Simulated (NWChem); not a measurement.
# One shape, several levels: InF (SMILES [F][In])

Aim: a comparison of 6 runs (HF/STO-3G, B3LYP/def2-SVP, PBE0/def2-SVP, M06-2X/def2-SVPD, PBE/def2-TZVPP, SVWN5/def2-TZVPP) of InF. 

Program for the calculation: NWChem 7.3.0.

11 further runs of the same task are left out: 3 that didn't finish, 8 set aside as unsound or not needed. Runs told in other sessions of the task aren't counted.

### 1 The structure to begin with

The species is InF (2 atoms), meant as a singlet with charge 0. As SMILES, `[F][In]`. Geometry: relaxed at PBE0-D4/def2-TZVP.

Bond lengths: F1–In2 1.994 Å.

### 2 Energy and gradient at HF/STO-3G (run 1)

fin.xyz

```xyz
2

F      0.000000     0.000000     0.015910
In     0.000000     0.000000     2.009580
```

fin.nw

```
start fin
memory 2200 mb
geometry units angstroms noautosym nocenter noautoz
 load format xyz fin.xyz
end
basis spherical bse
 F library STO-3G
 In library STO-3G
end
scf
 thresh 1e-08
 maxiter 80
 print medium
end
task scf gradient
```

Run with:

```console
$ nwchem fin.nw > fin.out
```

What it wrote:

```text
[...]
  functions       =    32
[...]
  wavefunction    = RHF
[...]
         Total SCF energy =  -5780.877092451143
      One-electron energy =  -8248.094999229976
      Two-electron energy =   2350.163847276073
 Nuclear repulsion energy =    117.054059502760
        Time for solution =      2.4s
[...]
                         RHF ENERGY GRADIENTS
    atom               coordinates                        gradient
                 x          y          z           x          y          z
   1 F       0.000000   0.000000   0.030066    0.000000  -0.000000  -0.063675
   2 In      0.000000   0.000000   3.797556   -0.000000   0.000000   0.063675
[...]
```

It took 3.9 s on 1 thread of Intel Xeon at 2.80GHz (Skylake/Cascade Lake), shared host; peak memory 0.1 GiB.

### 3 Energy and gradient at B3LYP/def2-SVP (core potential) (run 2)

run.py

```python
from ase import Atoms
from ase.calculators.nwchem import NWChem

mol = Atoms(['F', 'In'], positions=[
    [0.000000, 0.000000, 0.015910],
    [-0.000000, -0.000000, 2.009580],
])

calc = NWChem(
    label='test',
    theory='dft',
    memory='2200 mb',
    basis='def2-SVP',
    basispar='spherical bse',
    dft={'xc': 'b3lyp', 'mult': '1', 'grid': 'xfine', 'convergence': 'energy 1e-08', 'iterations': '100', 'mulliken': None},
    **{'ecp bse': {'In library': 'def2-SVP'}},
)
mol.calc = calc

forces = mol.get_forces()
print("Total energy (eV):", round(mol.get_potential_energy(), 6))
print("forces (eV/A):")
for s, f in zip(mol.symbols, forces):
    print(f"{s:2s} {f[0]:10.5f} {f[1]:10.5f} {f[2]:10.5f}")
print("dipole (e A):", mol.get_dipole_moment().round(4))
```

Run with:

```console
$ export ASE_NWCHEM_COMMAND="nwchem PREFIX.nwi > PREFIX.nwo"
$ python run.py
```

What it wrote:

```text
Total energy (eV): -7891.820269
forces (eV/A):
F    -0.00000   -0.00000   -0.21386
In    0.00000    0.00000    0.21386
dipole (e A): [-0.     -0.      0.5865]
```

The calculator wrote test.nwi:

```
title "test"

permanent_dir test

scratch_dir test

start test

geometry units angstrom nocenter noautosym noautoz
  F  0.0000000000000000e+00 0.0000000000000000e+00 1.5910000000000001e-02
  In -0.0000000000000000e+00 -0.0000000000000000e+00 2.0095800000000001e+00
end

memory 2200 mb

basis spherical bse noprint
   * library def2-SVP
end

dft
  xc b3lyp
  mult 1
  grid xfine
  convergence energy 1e-08
  iterations 100
  mulliken
end
ecp bse
  In library def2-SVP
end

task dft gradient
```

test.nwo:

```text
Northwest Computational Chemistry Package (NWChem) 7.3.0
             --------------------------------------------------------

           Job information
           ---------------

    nwchem branch   = 7.3.0
    use scalapack   = T
    input           = test.nwi
    prefix          = test.
    data base       = test/test.db
    status          = startup
    nproc           =        1

           Memory information
           ------------------

    heap     =     72089594 doubles =      550.0 Mbytes
    stack    =     72089599 doubles =      550.0 Mbytes
    global   =    144179200 doubles =     1100.0 Mbytes (distinct from heap & stack)
    total    =    288358393 doubles =     2200.0 Mbytes
    verify   = yes
    hardfail = no

[... 76 lines left out ...]
  convergence criterion.
[... 39 lines left out ...]
          Spatial weights used:  Erf1
[... 69 lines left out ...]
         Total DFT energy =     -290.019047961740
[... 3 lines left out ...]
 Nuclear repulsion energy =       50.166025501183
[... 346 lines left out ...]
          Convergence on gradient requested:  5.00D-04
[... 26 lines left out ...]
          total energy or number of iterations.
[... 18 lines left out ...]
                            NWChem DFT Gradient Module
                            --------------------------

                                       test

  charge          =   0.00
  wavefunction    = closed shell

                         DFT ENERGY GRADIENTS

    atom               coordinates                        gradient
                 x          y          z           x          y          z
   1 F       0.000000   0.000000   0.030066    0.000000   0.000000   0.004159
   2 In      0.000000   0.000000   3.797556   -0.000000  -0.000000  -0.004159

                 ----------------------------------------
                 |  Time  |  1-e(secs)   |  2-e(secs)   |
                 ----------------------------------------
                 |  CPU   |       0.00   |       0.62   |
                 ----------------------------------------
                 |  WALL  |       0.00   |       0.62   |
                 ----------------------------------------

 Task  times  cpu:        6.5s     wall:        6.5s
 Total times  cpu:        6.5s     wall:        6.5s
```

Wall time 7.8 s (1 thread of Intel Xeon at 2.80GHz (Skylake/Cascade Lake), shared host); peak memory 0.12 GiB.

Runs 3 to 5 aren't shown in full; the table further down has their settings and results.

### 4 Energy and forces at SVWN5/def2-TZVPP (core potential) (run 6)

a.nw

```
START a
TITLE "FIn SVWN5"
memory 2200 mb

GEOMETRY noautosym nocenter noautoz
 F      0.000000     0.000000     0.015910
 In     0.000000     0.000000     2.009580
END

BASIS spherical bse
 * library def2-TZVPP
END

ECP bse
 In library def2-TZVPP
END

DFT
 xc slater vwn_5
 grid xfine
 convergence energy 1e-08
 maxiter 100
 mulliken
 print medium
END

TASK dft gradient
```

Run with:

```console
$ nwchem a.nw > a.out
```

What it wrote:

```text
[...]
          Wavefunction type:  closed shell.
          No. of atoms     :     2
          No. of electrons :    30
[...]
          Charge           :     0
          Spin multiplicity:     1
[...]
          AO basis - number of functions:    81
[...]
              XC Information
              --------------
                        Slater Exchange Functional  1.000 local
                      VWN V Correlation Functional  1.000 local
[...]
 d= 0,ls=0.0,diis     1   -289.0137505236 -3.39D+02  3.76D-02  1.50D+00     1.7
[...]
 d= 0,ls=0.0,diis    11   -289.1460059787 -9.92D-10  2.45D-07  2.41D-10    12.1
         Total DFT energy =     -289.146005978663
      One electron energy =     -575.159943541034
           Coulomb energy =      262.027520566062
    Exchange-Corr. energy =      -26.179608504874
 Nuclear repulsion energy =       50.166025501183
[...]
      Total Density - Mulliken Population Analysis
     ---------------------------------------------
    Atom       Charge   Shell Charges
 -----------   ------   -------------------------------------------------------
    1 F    9     9.46   0.76  1.20  0.62  0.95  0.42  2.27  2.02  1.21  0.00  0.00  0.00
    2 In  21    20.54   0.42 -0.87  1.66  0.80  1.27  0.69 -0.41  6.38  0.27  0.19  0.02  8.74  1.23  0.10  0.00  0.03
[...]
  wavefunction    = closed shell
                         DFT ENERGY GRADIENTS
    atom               coordinates                        gradient
                 x          y          z           x          y          z
   1 F       0.000000   0.000000   0.030066    0.000000  -0.000000  -0.003932
   2 In      0.000000   0.000000   3.797556   -0.000000   0.000000   0.003932
[...]
```

It took 18 s on 1 thread of Intel Xeon at 2.80GHz (Skylake/Cascade Lake), shared host; peak memory 0.13 GiB.

### 5 All runs side by side

| run | level | iteration cap | module | energy (Eh) | dipole moment (D) | HOMO energy (eV) | LUMO energy (eV) | wall time |
| --- | --- | --- | --- | --- | --- | --- | --- | --- |
| 1 | HF/STO-3G | 80 | scf | -5780.877092 | 0.91 | -4.44 | 6.45 | 3.9 s |
| 2 | B3LYP/def2-SVP (core potential) | 100 | dft | -290.019048 | 2.82 | -7.23 | -1.69 | 7.8 s |
| 3 | PBE0/def2-SVP (core potential) | 100 | dft | -289.851746 | 2.85 | -7.36 | -1.44 | 7.8 s |
| 4 | M06-2X/def2-SVPD (core potential) | 100 | dft | -289.859589 | 3.52 | -8.31 | -0.95 | 18 s |
| 5 | PBE/def2-TZVPP (core potential) | 100 | dft | -289.998937 | 3.02 | -6.45 | -2.20 | 25 s |
| 6 | SVWN5/def2-TZVPP (core potential) | 100 | dft | -289.146006 | 3.10 | -6.74 | -2.43 | 18 s |

### 6 Results

| quantity | value |
| --- | --- |
| run 6: total energy | -289.14601 Eh |
| run 6: dipole moment | 3.10 D |
| run 6: HOMO energy | -6.74 eV |
| run 6: LUMO energy | -2.43 eV |
| run 6: HOMO–LUMO gap | 4.31 eV |
| run 6: largest force on an atom | 0.202 eV/Å |

**Reading.** The dipole moment (its size) runs from 0.91 D (HF/STO-3G) to 3.52 D (M06-2X/def2-SVPD). The two ends differ in method and basis and core potential. The HOMO–LUMO gap runs from 4.25 eV (PBE/def2-TZVPP) to 10.90 eV (HF/STO-3G). Totals of different functionals can't be ranked against each other. Some runs of one species differ in core potentials or relativity; totals across that change don't compare. In run 1 the basis is minimal, so the values are rough. In run 1 relativity is left out where basis or elements ask for it. All runs together took 80 s, the longest 25 s.
